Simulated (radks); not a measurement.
# Cs⁴⁺ in [Kr] 4d10 5s2 5p3: an all-electron calculation

One table from this session's results is given with a row withheld; the runs are named, their logs left out.

The numbers are computed with radks (a radial shooting solver on a logarithmic mesh, Libxc functionals) version 1 (Dirac Kohn-Sham, LDA (Slater exchange, Perdew-Wang correlation), spin-unpolarised, spherical densities, finite nucleus; open shells fill j = l - 1/2 first), except any that are marked as measured or tabulated.

## The atom as given

```
element            : caesium (Z = 55)
charge             : +4
electrons          : 51
configuration      : [Kr] 4d10 5s2 5p3
nuclear rms radius : 4.8041 fm
```

Set-up of the first run:

Settings of this run:

```text
Z 55
configuration [Kr] 4d10 5s2 5p3
relativity Dirac
functional lda,pw
spin unpolarised
j_filling energy
nucleus finite rms 4.8041 fm
c 137.035999084
```

One of the session's tables, all rows but one given; the rest of the session is left out.

It belongs to the step «Orbitals and density». From the orbitals of this run (lengths in bohr):

```
level      <r>  outermost maximum (interpolated)  90 % within  nodes
1s1/2  0.02613                            0.0168       0.0470      0
2s1/2   0.1118                            0.0951        0.173      1
2p1/2  0.09406                            0.0727        0.154      0
2p3/2  0.09995                            0.0777        0.162      0
3s1/2   0.2991                             0.273        0.440      2
3p1/2   0.2890                             0.259        0.435      1
3p3/2   0.3008                             0.270        0.451      1
3d3/2   0.2715                             0.218        0.426      0
3d5/2   0.2752                             0.222        0.431      0
4s1/2   0.6943                             0.643         1.00      3
4p1/2        ?                                 ?            ?      ?
4p3/2   0.7474                             0.680         1.09      2
4d3/2   0.8265                             0.715         1.25      1
4d5/2   0.8367                             0.723         1.26      1
5s1/2    1.637                              1.50         2.33      4
5p1/2    1.810                              1.64         2.60      3
5p3/2    1.873                              1.70         2.69      3
```

Estimate the missing values for 4p1/2.

As computed: <r>: 0.7197; outermost maximum (interpolated): 0.656; 90 % within: 1.05; nodes: 2. In the column «<r>» it lies between 4s1/2 (0.6943) and 4p3/2 (0.7474).

Caveats from the session: Spin polarisation and multiplet splitting are left out.
